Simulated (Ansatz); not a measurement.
# InSb3 (Pm-3m) in Ansatz: further runs

One crystal, InSb3, is run at these levels: PBE; tasks: relaxation of cell and atoms.

All numbers are computed with Ansatz 0.2.0; they aren't measurements. Logs are shortened: lines on timing, memory, paths and dates and some standing lists are left out, and cuts for length are marked.

## (1) The crystal as given

The structure is cubic, space group Pm-3m (No. 221). Conventional cell: a = 4.806 Å, b = 4.806 Å, c = 4.806 Å, α = 90.00°, β = 90.00°, γ = 90.00°. Sb (site symmetry 4/mmm) has 8 Sb at 3.40 Å and 4 In at 3.40 Å as nearest neighbours. In (site symmetry m-3m) is surrounded by 12 Sb at 3.40 Å.

The cell comes from a database or a generator and needn't be the stable form of this composition.

## (2) Relaxation of cell and atoms, PBE

input.yaml reads:

```yaml
crystal:
  lattice:
    - [4.806367, 0.0, 0.0]
    - [0.0, 4.806367, 0.0]
    - [0.0, 0.0, 4.806367]
  atoms:
    - { symbol: Sb, position: [0.5, 0.5, 0.0] }
    - { symbol: Sb, position: [0.0, 0.5, 0.5] }
    - { symbol: Sb, position: [0.5, 0.0, 0.5] }
    - { symbol: In, position: [0.0, 0.0, 0.0] }
hamiltonian:
  xc: pbe
  pseudopotentials: { kind: nc, accuracy: stringent }
kpoints:
  mp_grid: { grid: [6, 6, 6] }
scf:
  occupations: { method: fermi_dirac, width: 0.05 }
output:
  forces: true
  stress: true
  eigenvalues: true
relax:
  f_tol: 0.01
  max_steps: 40
  cell: { stress_tol: 0.05 }
```

Potentials or basis: PseudoDojo stringent (PBE files).

Started as:

```sh
$ ansatz run input.yaml --threads 2 --pin off --max-ram 5632MiB --backend cpu --events-out ev --progress --plain --runs-dir out
```

The program printed:

```text
Warning: RAYON_NUM_THREADS=2 ignored (pool sized by the plan → 2); use --threads N
Engine: ansatz 0.2.0, aarch64-unknown-linux-gnu
Pseudopotentials: kind: nc
Pseudopotential: Sb, nc, valence charge 23, recommended cutoff 1360.569312 eV (normal), Sb.nc.azcp (PseudoDojo's, or run here from an input of PseudoDojo's; its table is named by hamiltonian.pseudopotentials.accuracy)
Pseudopotential: In, nc, valence charge 21, recommended cutoff 1115.666836 eV (normal), In.nc.azcp (PseudoDojo's, or run here from an input of PseudoDojo's; its table is named by hamiltonian.pseudopotentials.accuracy)
Functional definition: PBE
  parameter kappa = 0.804
  parameter beta = 0.06672455060314922
  exchange = pbe_x(kappa = kappa, mu = beta*pi^2/3)
  correlation = pbe_c(beta = beta)
Crystal: 4 atoms, lattice volume = 111.033 Å³
Basis set: ecut = 1360.569312 eV, 12557 PW (Γ), exchange–correlation on 120×120×120 points (8 copies of the dense FFT grid, shifted against one another)
Bands: 54, of which v1, the nominal top of the filled ones, is band 45 counted from 1 (44 counted from 0)
Symmetry: 48 space group operations
Space group: Pm-3m (ITA 221), of the structure as read, at distance tolerance 4.8e-5 Å
k-points: 20 of 216
Non-local potential: Sb, projectors of the file, l = 0: 2, l = 1: 2, l = 2: 2
Non-local potential: In, projectors of the file, l = 0: 2, l = 1: 2, l = 2: 2
Initial density: superposition of atomic densities (chi_scale 0.1, normalization cell, long waves kept (reshape's long-wave potential 0.00 eV rms))
Initial wavefunctions: pseudopotential atomic-orbital guess
Functional: x = pbe(κ = 0.804, μ = 0.2195149727645171), c = pbe(β = 0.06672455060314922)
SCF iter   1: F=—  HF=-26076.992361 eV  |F-HF|=—  |Δ(HF+E_count)|=         —  Δρ=2.60e-2  dr2=1.38e0  ethr=3.10e-3  ⟨swp⟩=7.3  Hψ=4063  notcnv=0  defer=3
preconditioner: auto → Kerker (q_TF=auto, 2.634 Å⁻¹)  [metal: Δε(μ)=0.059 eV  Ē_g=12.586 eV  σ=0.050 eV  W_gap=0.29  n_scr=32 (ndim 8)  ℏωp=18.6 eV  f_vac=0.000  D(μ)=4.05/eV (n_scr^D=26)]
SCF iter   2: F=—  HF=-26076.712589 eV  |F-HF|=—  |Δ(HF+E_count)|=   2.80e-1  Δρ=1.27e-2  dr2=5.01e-1  ethr=1.53e-3  ⟨swp⟩=2.6  Hψ=1710  notcnv=0  defer=41
SCF iter   3: F=—  HF=-26076.565923 eV  |F-HF|=—  |Δ(HF+E_count)|=   1.47e-1  Δρ=3.32e-3  dr2=2.65e-2  ethr=5.56e-4  ⟨swp⟩=3.0  Hψ=1948  notcnv=0  defer=45
SCF iter   4: F=—  HF=-26076.557516 eV  |F-HF|=—  |Δ(HF+E_count)|=   8.41e-3  Δρ=1.06e-3  dr2=1.34e-3  ethr=2.94e-5  ⟨swp⟩=2.2  Hψ=2015  notcnv=0  defer=45
SCF iter   5: F=—  HF=-26076.557229 eV  |F-HF|=—  |Δ(HF+E_count)|=   2.86e-4  Δρ=4.83e-4  dr2=2.23e-4  ethr=1.49e-6  ⟨swp⟩=2.5  Hψ=1919  notcnv=0  defer=45
SCF iter   6: F=—  HF=-26076.557196 eV  |F-HF|=—  |Δ(HF+E_count)|=   3.36e-5  Δρ=1.11e-4  dr2=9.23e-6  ethr=2.47e-7  ⟨swp⟩=2.6  Hψ=1914  notcnv=0  defer=45
SCF iter   7: F=—  HF=-26076.556599 eV  |F-HF|=—  |Δ(HF+E_count)|=   5.97e-4  Δρ=2.94e-5  dr2=8.24e-7  ethr=1.03e-8  ⟨swp⟩=2.3  Hψ=1894  notcnv=0  defer=45
SCF iter   8: F=-26076.556599 eV  HF=-26076.556599 eV  |F-HF|=1.49e-8  |Δ(HF+E_count)|=   1.59e-7  Δρ=6.69e-6  dr2=6.24e-8  ethr=1.11e-10  ⟨swp⟩=14.8  Hψ=6349  notcnv=0
SCF 1 converged in 8 iterations: F = -26076.556599 eV  dr2 = 6.24e-8
relax step   1: F+E_penalty+E_count = -26076.55659918 eV  Δ(F+E_penalty+E_count) = +0.000e0 eV  max|allowed force component| = 4.408e-28 eV/Å  Δτ_max = 0.0000 Å  P = +0.295 GPa  Ω = 111.033 Å³  (8 SCF iters, dr2 threshold 1.00e-7 eV, accepted)
Crystal: 4 atoms, lattice volume = 111.881 Å³
Basis set: ecut = 1360.569312 eV, 12893 PW (Γ), exchange–correlation on 120×120×120 points (8 copies of the dense FFT grid, shifted against one another)
Initial density: handed on by an earlier stage of this run
Initial wavefunctions: those handed on with the density
iter 1 solved again at ethr=4.70e-7 eV; its pass at ethr=3.10e-3 eV (dr2=4.23e-4 eV) is discarded
SCF iter   1: F=—  HF=-26076.557334 eV  |F-HF|=—  |Δ(HF+E_count)|=         —  Δρ=9.91e-5  dr2=2.73e-5  ethr=4.70e-7  ⟨swp⟩=3.0  Hψ=5608  notcnv=0
preconditioner: auto → Kerker (q_TF=auto, 2.631 Å⁻¹)  [metal: Δε(μ)=0.094 eV  Ē_g=12.061 eV  σ=0.050 eV  W_gap=0.40  n_scr=32 (ndim 8)  ℏωp=18.6 eV  f_vac=0.000  D(μ)=2.55/eV (n_scr^D=18)]
SCF iter   2: F=—  HF=-26076.556785 eV  |F-HF|=—  |Δ(HF+E_count)|=   5.48e-4  Δρ=6.62e-5  dr2=1.35e-5  ethr=3.03e-8  ⟨swp⟩=1.9  Hψ=1360  notcnv=0
SCF iter   3: F=—  HF=-26076.556781 eV  |F-HF|=—  |Δ(HF+E_count)|=   3.74e-6  Δρ=1.44e-5  dr2=3.47e-7  ethr=1.50e-8  ⟨swp⟩=2.0  Hψ=1299  notcnv=0
SCF iter   4: F=-26076.556781 eV  HF=-26076.556781 eV  |F-HF|=2.87e-8  |Δ(HF+E_count)|=   6.59e-8  Δρ=4.89e-6  dr2=5.45e-8  ethr=2.41e-10  ⟨swp⟩=9.2  Hψ=5337  notcnv=0
SCF 2 converged in 4 iterations: F = -26076.556781 eV  dr2 = 5.45e-8
relax step   2: F+E_penalty+E_count = -26076.55678138 eV  Δ(F+E_penalty+E_count) = -1.822e-4 eV  max|allowed force component| = 2.223e-28 eV/Å  Δτ_max = 0.0000 Å  P = -0.107 GPa  Ω = 111.881 Å³  energy of the carried Pulay correction = -3.066e-4 eV  (4 SCF iters, dr2 threshold 2.17e-7 eV, accepted)
Crystal: 4 atoms, lattice volume = 111.653 Å³
Basis set: ecut = 1360.569312 eV, 12797 PW (Γ), exchange–correlation on 120×120×120 points (8 copies of the dense FFT grid, shifted against one another)
iter 1 solved again at ethr=1.37e-7 eV; its pass at ethr=3.10e-3 eV (dr2=1.23e-4 eV) is discarded
SCF iter   1: F=—  HF=-26076.557499 eV  |F-HF|=—  |Δ(HF+E_count)|=         —  Δρ=2.74e-5  dr2=1.80e-6  ethr=1.37e-7  ⟨swp⟩=3.0  Hψ=5113  notcnv=0
preconditioner: auto → Kerker (q_TF=auto, 2.632 Å⁻¹)  [metal: Δε(μ)=0.091 eV  Ē_g=12.072 eV  σ=0.050 eV  W_gap=0.39  n_scr=32 (ndim 8)  ℏωp=18.6 eV  f_vac=0.000  D(μ)=2.56/eV (n_scr^D=18)]
SCF iter   2: F=—  HF=-26076.556941 eV  |F-HF|=—  |Δ(HF+E_count)|=   5.59e-4  Δρ=1.79e-5  dr2=8.60e-7  ethr=2.00e-9  ⟨swp⟩=2.2  Hψ=1691  notcnv=0
SCF iter   3: F=-26076.556940 eV  HF=-26076.556940 eV  |F-HF|=1.27e-8  |Δ(HF+E_count)|=   2.70e-7  Δρ=2.94e-6  dr2=1.94e-8  ethr=3.19e-11  ⟨swp⟩=8.2  Hψ=6222  notcnv=0
SCF 3 converged in 3 iterations: F = -26076.556940 eV  dr2 = 1.94e-8
relax step   3: F+E_penalty+E_count = -26076.55694033 eV  Δ(F+E_penalty+E_count) = -1.590e-4 eV  max|allowed force component| = 4.589e-29 eV/Å  Δτ_max = 0.0000 Å  P = -0.001 GPa  Ω = 111.653 Å³  energy of the carried Pulay correction = -2.246e-4 eV  (3 SCF iters, dr2 threshold 2.87e-8 eV, accepted)
Initial wavefunctions: pseudopotential atomic-orbital guess (no wavefunctions were taken with the density)
iter 1 solved again at ethr=3.23e-8 eV; its pass at ethr=3.10e-3 eV (dr2=2.91e-5 eV) is discarded
SCF iter   1: F=—  HF=-26076.557742 eV  |F-HF|=—  |Δ(HF+E_count)|=         —  Δρ=1.65e-5  dr2=3.19e-8  ethr=3.23e-8  ⟨swp⟩=5.5  Hψ=8810  notcnv=0
preconditioner: auto → Kerker (q_TF=auto, 2.632 Å⁻¹)  [metal: Δε(μ)=0.092 eV  Ē_g=12.071 eV  σ=0.050 eV  W_gap=0.39  n_scr=32 (ndim 8)  ℏωp=18.6 eV  f_vac=0.000  D(μ)=2.55/eV (n_scr^D=18)]
SCF iter   2: F=—  HF=-26076.557193 eV  |F-HF|=—  |Δ(HF+E_count)|=   5.49e-4  Δρ=8.20e-6  dr2=1.38e-8  ethr=3.54e-11  ⟨swp⟩=3.4  Hψ=2842  notcnv=0
SCF iter   3: F=—  HF=-26076.557193 eV  |F-HF|=—  |Δ(HF+E_count)|=   8.25e-9  Δρ=8.26e-7  dr2=2.07e-9  ethr=1.54e-11  ⟨swp⟩=2.0  Hψ=1239  notcnv=0
SCF iter   4: F=—  HF=-26076.557193 eV  |F-HF|=—  |Δ(HF+E_count)|=  5.82e-10  Δρ=5.54e-7  dr2=2.30e-10  ethr=2.30e-12  ⟨swp⟩=2.2  Hψ=1692  notcnv=0
SCF iter   5: F=-26076.557193 eV  HF=-26076.557193 eV  |F-HF|=1.46e-11  |Δ(HF+E_count)|=  7.28e-12  Δρ=1.39e-7  dr2=1.15e-11  ethr=1.00e-12  ⟨swp⟩=7.5  Hψ=5802  notcnv=0
SCF 4 converged in 5 iterations: F = -26076.557193 eV  dr2 = 1.15e-11
relax step   4: F+E_penalty+E_count = -26076.55719333 eV  Δ(F+E_penalty+E_count) = -2.530e-4 eV  max|allowed force component| = 2.611e-28 eV/Å  Δτ_max = 0.0000 Å  P = +0.008 GPa  Ω = 111.653 Å³  stress off target by 8.14e-3 GPa  SCF on the basis re-selected at this cell (its energy is not comparable with the rows above)  (5 SCF iters)
basis re-selected at this cell: Δ(F+E_penalty+E_count) = -2.530e-4 eV, ΔP = +0.009 GPa vs the last step (what re-selecting the basis moved, of the pressure what is left beyond the Pulay correction that the steps carried, after the strain that the cell walked since its last selection, with what the two solves' SCF thresholds leave and, on support functions, any second-order correction that the steps lacked; it is no measure of the basis error at this ecutwfc). This SCF's stress stands 8.14e-3 GPa from its target on what of the cell is left free (relax.cell.stress_tol is 5.00e-2 GPa) and its largest allowed force component is 2.61e-28 eV/Å (relax.f_tol is 1.00e-2 eV/Å): within both
SCF converged after 5 iterations
Free energy (F): -26076.557193 eV
Harris-Foulkes:  -26076.557193 eV  (|F-HF|=1.46e-11)
Internal energy: -26076.536217 eV  (E = F + TS)
E sigma→0 (E₀):  -26076.546705 eV
Entropy (-TS):   -0.020976 eV (-5.244 meV/atom)
Fermi energy:    12.953954 eV
--- Per-component energies (eV) ---
  E_band       = -3245.469321
  E_kinetic    = 8827.333367
  E_local      = -24405.920925  (includes V_loc(G=0)·N_el)
  E_nonlocal   = -1226.882191
  E_hartree    = 8213.404090
  E_xc         = -3592.442894
  E_vxc        = -2866.807995  (∫ρ·V_xc dr)
  E_ewald      = -13892.027664
  E_smearing   = -0.020976  (= −TS)
  E_closure    = 0.000000  (closes the sum)
  Σ components = -26076.557193   (vs F -26076.557193, Δ=0.00e0)
--- Forces (eV/Å), atoms counted from 1 ---
  atom   1  Sb     0.00000000     0.00000000     0.00000000
  atom   2  Sb    -0.00000000     0.00000000    -0.00000000
  atom   3  Sb    -0.00000000    -0.00000000     0.00000000
  atom   4  In     0.00000000    -0.00000000    -0.00000000
  max |Σ_I F_I| component: 3.02e-28 eV/Å
--- Stress (GPa, compression-positive) ---
        0.008145      -0.000000      -0.000000
       -0.000000       0.008145      -0.000000
       -0.000000      -0.000000       0.008145
  P = ⅓ Tr σ = 0.0081 GPa (0.081 kbar)
--- Band table (eV; the first three rows and the last of 20) ---
  k-point 0: bands = ["-131.6147", "-131.6147", "-131.6147", "-102.5808", "-84.5793", "-84.5793", "-84.5793", "-84.5678", "-84.5678", "-84.5678", "-84.5678", "-84.5678", "-84.5678", "-61.0551", "-61.0551", "-61.0551", "-16.3602", "-16.3602", "-16.3602", "-16.3522", "-16.3204", "-16.3204", "-16.3033", "-16.3033", "-16.3033", "-16.2990", "-16.2990", "-16.2688", "-16.2631", "-16.2631", "-16.2631", "-1.6041", "-1.6041", "-1.5877", "-1.5877", "-1.5877", "0.8103", "5.4557", "5.4557", "8.6865", "8.6865", "8.6865", "9.3609", "13.3783", "13.3783", "13.3783", "14.6810", "14.6810", "14.6810", "17.6694", "17.6694", "17.9161", "18.1762", "18.1762"]
  k-point 1: bands = ["-131.6147", "-131.6147", "-131.6147", "-102.5808", "-84.5793", "-84.5793", "-84.5793", "-84.5678", "-84.5678", "-84.5678", "-84.5678", "-84.5678", "-84.5678", "-61.0551", "-61.0551", "-61.0551", "-16.3596", "-16.3540", "-16.3540", "-16.3490", "-16.3202", "-16.3173", "-16.3039", "-16.3034", "-16.3034", "-16.3020", "-16.2990", "-16.2717", "-16.2695", "-16.2695", "-16.2631", "-1.6028", "-1.6003", "-1.5906", "-1.5906", "-1.5876", "0.9776", "4.7992", "5.4909", "8.4548", "8.8815", "8.8815", "10.5953", "12.8727", "12.9409", "12.9409", "13.8797", "14.4664", "14.4664", "17.9163", "18.3153", "18.6230", "18.6460", "18.7713"]
  k-point 2: bands = ["-131.6147", "-131.6147", "-131.6147", "-102.5808", "-84.5793", "-84.5793", "-84.5793", "-84.5678", "-84.5678", "-84.5678", "-84.5678", "-84.5678", "-84.5678", "-61.0551", "-61.0551", "-61.0551", "-16.3583", "-16.3407", "-16.3370", "-16.3370", "-16.3197", "-16.3096", "-16.3094", "-16.3052", "-16.3039", "-16.3039", "-16.2988", "-16.2866", "-16.2866", "-16.2793", "-16.2631", "-1.6003", "-1.5964", "-1.5964", "-1.5929", "-1.5875", "1.4610", "3.6116", "5.5651", "8.5502", "9.4429", "9.4429", "11.7529", "11.7529", "12.1354", "12.2338", "13.2456", "14.7509", "14.7509", "17.0884", "17.6148", "17.6148", "18.7155", "18.7975"]
  k-point 19: bands = ["-131.6147", "-131.6147", "-131.6147", "-102.5808", "-84.5799", "-84.5790", "-84.5790", "-84.5681", "-84.5681", "-84.5681", "-84.5675", "-84.5675", "-84.5675", "-61.0551", "-61.0551", "-61.0551", "-16.3373", "-16.3373", "-16.3373", "-16.3332", "-16.3332", "-16.3332", "-16.3268", "-16.2997", "-16.2997", "-16.2997", "-16.2961", "-16.2961", "-16.2689", "-16.2689", "-16.2689", "-1.6190", "-1.6190", "-1.6190", "-1.5730", "-1.5730", "3.9639", "3.9639", "3.9639", "7.3717", "7.9971", "7.9971", "7.9971", "8.1697", "16.4252", "16.4252", "16.4754", "16.4754", "16.4754", "19.3074", "19.3074", "19.3074", "21.4229", "21.4229"]
--- Relaxed structure (3 steps of the walk, 3 accepted, 1 SCFs on fresh bases) ---
  F+E_penalty+E_count = -26076.55719333 eV   max|allowed force component| = 2.611e-28 eV/Å   (the final SCF, on the basis selected at the relaxed cell)
  cell:  # Å, volume = 111.6532 Å³
    - [4.815304638799715, -8.9876730738071e-34, -1.2839532962581572e-34]
    - [-8.9876730738071e-34, 4.815304638799715, 8.024708101613482e-36]
    - [-6.419766481290786e-35, 8.024708101613482e-36, 4.815304638799715]
  atoms:
    - { symbol: Sb, position: [0.5, 0.5, -2.547607925165286e-41] }
    - { symbol: Sb, position: [5.732118744905595e-41, 0.5, 0.5] }
    - { symbol: Sb, position: [0.5, -5.095217973290877e-41, 0.5] }
    - { symbol: In, position: [3.630333609600491e-40, -2.5476064065394073e-41, -2.5476030658571624e-41] }
```

Wall time 63 s (2 threads of Arm Neoverse V1, shared host); peak memory 0.87 GiB.

What came out:

* Free energy: -26076.5572 eV
* Relaxed volume: 27.91 Å³/atom
* Relaxed cell: a = 4.815 Å, b = 4.815 Å, c = 4.815 Å, α = 90.00°, β = 90.00°, γ = 90.00°
* Space group after relaxing (to 0.05 Å): Pm-3m (No. 221)
* Energy gained by relaxing: 0.1 meV/atom
* Ionic steps: 4
* Pressure after relaxing: 0.0 GPa
* Band gap on the k mesh: none (metal or under the smearing width)

The path:
| step | energy change (eV) | largest force (eV/Å) | volume (Å³) |
| --- | --- | --- | --- |
| 1 | 0.0000 | 0.0000 | 111.03 |
| 2 | -0.0002 | 0.0000 | 111.88 |
| 3 | -0.0003 | 0.0000 | 111.65 |
| 4 | -0.0006 | 0.0000 | 111.65 |

Final structure:
```
Sb In
1.0
     4.81530    0.00000    0.00000
     0.00000    4.81530    0.00000
     0.00000    0.00000    4.81530
Sb In
3 1
Direct
  0.50000 0.50000 0.00000
  0.00000 0.50000 0.50000
  0.50000 0.00000 0.50000
  0.00000 0.00000 0.00000
```

Levels at points of the mesh, in eV from the Fermi level:
```
              k point  band 43  band 44  band 45  band 46  band 47  band 48
   (0.00, 0.00, 0.00)    -3.59     0.42     0.42     0.42     1.73     1.73
  (0.00, 0.00, -0.50)    -2.10    -2.10    -1.12    -0.84     1.95     2.14
 (0.00, -0.50, -0.50)    -1.65    -1.34    -1.12    -1.12    -0.48     1.04
(-0.50, -0.50, -0.50)    -4.96    -4.78     3.47     3.47     3.52     3.52
```

Caveat: the plane-wave basis is chosen anew once the cell has moved, so the energies of steps on either side of that aren't comparable.

## (3) Relaxation of cell and atoms, PBE

Edit input.yaml of step 2 so:

```diff
@@ -12,3 +12,3 @@
   xc: pbe
-  pseudopotentials: { kind: nc, accuracy: stringent }
+  pseudopotentials: { kind: paw, source: ansatz }
 kpoints:
```

Potentials or basis: Ansatz PAW earlier set.

Started as:

```sh
$ ansatz run input.yaml --threads 2 --pin off --max-ram 5632MiB --backend cpu --events-out ev --progress --plain --runs-dir out
```

Wall time 34 s (2 threads of Arm Neoverse V1, shared host); peak memory 0.6 GiB.

The run converged. Its results:

```yaml
Free_energy: -36742.0808 eV
Relaxed_volume: 27.86 Å³/atom
Relaxed_cell: a = 4.812 Å, b = 4.812 Å, c = 4.812 Å, α = 90.00°, β = 90.00°, γ = 90.00°
Space_group_after_relaxing_to_0.05_Å: Pm-3m (No. 221)
Energy_gained_by_relaxing: 0.1 meV/atom
Ionic_steps: 4
Pressure_after_relaxing: 0.0 GPa
Band_gap_on_the_k_mesh: none (metal or under the smearing width)
```

Step by step:
| step | energy change (eV) | largest force (eV/Å) | volume (Å³) |
| --- | --- | --- | --- |
| 1 | 0.0000 | 0.0000 | 111.03 |
| 2 | -0.0002 | 0.0000 | 111.57 |
| 3 | -0.0002 | 0.0000 | 111.44 |
| 4 | -0.0002 | 0.0000 | 111.44 |

Final structure:
```
Sb In
1.0
     4.81224    0.00000    0.00000
     0.00000    4.81224    0.00000
     0.00000    0.00000    4.81224
Sb In
3 1
Direct
  0.50000 0.50000 0.00000
  0.00000 0.50000 0.50000
  0.50000 0.00000 0.50000
  0.00000 0.00000 0.00000
```

Levels at points of the mesh, in eV from the Fermi level:
| k point | band 39 | band 40 | band 41 | band 42 | band 43 | band 44 | band 45 | band 46 |
| --- | --- | --- | --- | --- | --- | --- | --- | --- |
| (0.00, 0.00, 0.00) | -4.28 | -3.59 | 0.42 | 0.42 | 0.42 | 1.72 | 1.72 | 1.72 |
| (0.00, 0.00, -0.50) | -2.89 | -2.10 | -2.10 | -1.12 | -0.84 | 1.96 | 2.15 | 2.15 |
| (0.00, -0.50, -0.50) | -1.65 | -1.65 | -1.34 | -1.12 | -1.12 | -0.48 | 1.04 | 3.25 |
| (-0.50, -0.50, -0.50) | -4.97 | -4.97 | -4.78 | 3.48 | 3.48 | 3.53 | 3.53 | 3.53 |

Caveat: the plane-wave basis is chosen anew once the cell has moved, so the energies of steps on either side of that aren't comparable. The run has no spin-orbit coupling, so splittings on Sb are missing.

## (4) Relaxation of cell and atoms, PBE

Edit input.yaml of step 3 so:

```diff
@@ -12,3 +12,3 @@
   xc: pbe
-  pseudopotentials: { kind: paw, source: ansatz }
+  pseudopotentials: { kind: nc }
 kpoints:
```

Potentials or basis: Ansatz NC.

Started as:

```sh
$ ansatz run input.yaml --threads 2 --pin off --max-ram 5632MiB --backend cpu --events-out ev --progress --plain --runs-dir out
```

It took 58 s on 2 threads of Arm Neoverse V1, shared host; peak memory 0.64 GiB.

The run converged. Its results:

* Free energy: -9548.2774 eV
* Relaxed volume: 27.86 Å³/atom
* Relaxed cell: a = 4.812 Å, b = 4.812 Å, c = 4.812 Å, α = 90.00°, β = 90.00°, γ = 90.00°
* Space group after relaxing (to 0.05 Å): Pm-3m (No. 221)
* Energy gained by relaxing: 0.1 meV/atom
* Ionic steps: 4
* Pressure after relaxing: 0.0 GPa
* Band gap on the k mesh: none (metal or under the smearing width)

The path:
```csv
step,energy change (eV),largest force (eV/Å),volume (Å³)
1,0.0000,0.0000,111.03
2,-0.0001,0.0000,111.57
3,-0.0002,0.0000,111.43
4,-0.0002,0.0000,111.43
```

Final structure:
```cif
data_structure
_symmetry_space_group_name_H-M 'P 1'
_symmetry_Int_Tables_number 1
_cell_length_a 4.8121
_cell_length_b 4.8121
_cell_length_c 4.8121
_cell_angle_alpha 90.000
_cell_angle_beta 90.000
_cell_angle_gamma 90.000
_cell_volume 111.43
loop_
_atom_site_label
_atom_site_type_symbol
_atom_site_fract_x
_atom_site_fract_y
_atom_site_fract_z
_atom_site_occupancy
Sb1 Sb 0.50000 0.50000 0.00000 1
Sb2 Sb 0.00000 0.50000 0.50000 1
Sb3 Sb 0.50000 0.00000 0.50000 1
In1 In 0.00000 0.00000 0.00000 1
```

Levels at points of the mesh, in eV from the Fermi level:
| k point | band 26 | band 27 | band 28 | band 29 | band 30 | band 31 | band 32 | band 33 |
| --- | --- | --- | --- | --- | --- | --- | --- | --- |
| (0.00, 0.00, 0.00) | -4.28 | -3.59 | 0.42 | 0.42 | 0.42 | 1.72 | 1.72 | 1.72 |
| (0.00, 0.00, -0.50) | -2.89 | -2.10 | -2.10 | -1.12 | -0.84 | 1.96 | 2.15 | 2.15 |
| (0.00, -0.50, -0.50) | -1.65 | -1.65 | -1.34 | -1.12 | -1.12 | -0.48 | 1.04 | 3.25 |
| (-0.50, -0.50, -0.50) | -4.97 | -4.97 | -4.79 | 3.48 | 3.48 | 3.53 | 3.53 | 3.53 |

Caveat: the plane-wave basis is chosen anew once the cell has moved, so the energies of steps on either side of that aren't comparable.

## (5) Summary

```tsv
potentials or basis	cutoff (eV)	gap on the mesh (eV)	pressure (GPa)	relaxed volume (Å³/atom)
PseudoDojo stringent (PBE files)	1361	none	0.0	27.91
Ansatz PAW earlier set	710	none	0.0	27.86
Ansatz NC	1088	none	0.0	27.86
```

Alike in all rows: task relaxation of cell and atoms; level PBE; no spin polarisation; cell relaxed; k mesh 6 × 6 × 6; smearing fermi-dirac 0.05 eV.

Caveats: the plane-wave basis is chosen anew once the cell has moved, so the energies of steps on either side of that aren't comparable.

Absolute energies hang on the potentials; compare differences alone.
